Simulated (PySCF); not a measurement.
# C₉H₁₀: geometry, NMR shifts, electronic excitations and core binding energies

Aim: predict the NMR shifts, electronic excitations and core binding energies of C₉H₁₀ (`C#C/C(C)=C1/CCC1=C`).

Computed with PySCF 2.14.0, with density-fitted response routines of our own, on a single molecule in the gas phase. Atoms count from 0, in the outputs and in this text.

### 1 The molecule as given

19 atoms, charge 0, multiplicity 1; geometry from: GFN2-xTB.

Bonds of the start (Å): C0–C1 1.20, C1–C2 1.41, C2–C3 1.50, C2–C4 1.34, C4–C5 1.51, C5–C6 1.54, C6–C7 1.51, C7–C8 1.33, C7–C4 1.46, C0–H9 1.05, C3–H10 1.09, C3–H11 1.09, C3–H12 1.09, C5–H13 1.09, C5–H14 1.09, C6–H15 1.09, C6–H16 1.09, C8–H17 1.08, C8–H18 1.08.

### 2 Relaxing the molecule at PBE0-D3(BJ)/def2-SVP

Job settings and geometry (Å):

```
{"job": {"xc": "PBE0", "basis": "def2-SVP", "d3": "d3bj", "grid": 1, "kind": "geom"}, "charge": 0, "multiplicity": 1}
C      1.946425     2.447593     0.672316
C      1.548991     1.338961     0.432886
C      1.155814     0.011566     0.151716
C      2.259843    -1.005000     0.113765
C     -0.127945    -0.303548    -0.069166
C     -0.827032    -1.601686    -0.392483
C     -2.159070    -0.820941    -0.423839
C     -1.383303     0.434627    -0.097072
C     -1.729526     1.700183     0.089318
H      2.263802     3.426314     0.876863
H      2.793431    -1.015684     1.063861
H      1.860383    -1.996340    -0.082203
H      2.977776    -0.749203    -0.665324
H     -0.762986    -2.360593     0.387385
H     -0.538241    -2.048477    -1.344015
H     -2.881331    -1.116905     0.335880
H     -2.655471    -0.802501    -1.393070
H     -2.756754     2.018199     0.018473
H     -0.994610     2.452687     0.317246
```

**Question.** This job is followed by: GIAO PBE0/pcSseg-1 NMR shielding, non-relativistic, gas phase; TDDFT CAM-B3LYP/def2-SVPD, vertical, gas phase, core orbitals frozen in the response; GIAO CAM-B3LYP/pcSseg-1 NMR shielding, non-relativistic, gas phase; delta-SCF UKS SCAN, pcX-2 on the ionised atom, pcseg-1 elsewhere, spin-free X2C. What will the session give for the following? point group; rotational constants (main isotopes); ¹³C shifts against TMS (PBE0/pcSseg-1); ¹H shifts against TMS (PBE0/pcSseg-1, means over atoms taken as alike); lowest singlet (CAM-B3LYP/def2-SVPD); lowest triplet; vertical ionisation energy (ΔSCF); vertical electron affinity (ΔSCF); range of the shift of C7; property runs in this session.

The runs gave:

| quantity | value |
| --- | --- |
| point group | Cs |
| rotational constants (main isotopes) | 2.39, 1.40, 0.90 GHz |
| ¹³C shifts against TMS (PBE0/pcSseg-1) | 156.7, 153.5, 117.6, 116.1, 94.6, 87.2, 28.7, 28.6, 20.8 ppm |
| ¹H shifts against TMS (PBE0/pcSseg-1, means over atoms taken as alike) | 6.41, 5.29, 3.50, 2.64, 2.60, 1.77 ppm |
| lowest singlet (CAM-B3LYP/def2-SVPD) | 4.50 eV (276 nm), f = 0.346 |
| lowest triplet | 2.52 eV |
| vertical ionisation energy (ΔSCF) | 7.93 eV |
| vertical electron affinity (ΔSCF) | -0.14 eV (unbound: the value hangs on the basis) |
| range of the shift of C7 | 153.5 to 156.8 ppm |
| property runs in this session | 4, of which 1 failed and 0 gave unsound results |

What this shows: The optimisation took 3 steps and gained 0.074 eV; among the close pairs (by a distance rule), C0–H9 changed most, from 1.049 to 1.074 Å. At PBE0/pcSseg-1: The widest tensor belongs to C1: span 301 ppm, with a paramagnetic part of -155 ppm. The lowest singlet, at 4.50 eV, is HOMO→LUMO 0.97 and is bright. The lowest triplet lies 1.98 eV below the lowest singlet (triplets in Tamm-Dancoff, singlets in full TDDFT). ΔSCF puts the ionisation energy at 7.93 eV, 0.59 eV above −ε(HOMO). In ppm, C7 moves most: its shift spreads over 3.3 ppm, from 153.5 (PBE0/pcSseg-1) to 156.8 (CAM-B3LYP/pcSseg-1).
